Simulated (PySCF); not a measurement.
Runs of PySCF 2.14.0 on C3OH2. The cell holds a molecule in a box, 6 atoms: a = 11.000 Å, b = 13.000 Å, c = 13.000 Å, α = 90.00°, β = 90.00°, γ = 90.00°. 

| task | level | frozen core bands | conv_tol | exxdiv | grid for exchange and correlation | three-body dispersion term | gap on the mesh (eV) |
| --- | --- | --- | --- | --- | --- | --- | --- |
| MP2 correlation energy | HF | 4 | 1e-08 Ha | ewald | - | - | 13.82 |
| excitation energies (Tamm-Dancoff) | PBE0 | 4 | 1e-08 Ha | ewald | Becke, atom-centred | - | 6.13 |
| CCSD(T) correlation energy | HF | 4 | 1e-08 Ha | ewald | - | - | 13.82 |
| atomic charges | SCAN | - | 1e-07 Ha | - | Becke, atom-centred | - | (b) |
| atomic charges | BLYP | - | 1e-07 Ha | - | Becke, atom-centred | - | 3.36 |
| atomic charges | revPBE+D3 | - | 1e-07 Ha | - | Becke, atom-centred | no | 3.33 |
| atomic charges | wB97X | - | 1e-07 Ha | ewald | Becke, atom-centred | - | (a) |

Alike in all rows: potentials or basis 6-31g* (all-electron); no spin polarisation; cell as given; k mesh 1 × 1 × 1; smearing fixed.

Problem. Fill in the values left out.

Solution. (a) 10.98; (b) 3.88.

Caveats: this is a molecule in a periodic box at the Γ point, so its band gap is the HOMO-LUMO gap; the basis of atomic orbitals isn't converged, which shifts pressures, moduli and gaps; the basis is small and the box finite, so much correlation energy is missing and levels can be off by tenths of an eV (some runs); the iterative solver can pass over a root and still report convergence (some runs).

Runs at the PBE level aren't shown here.
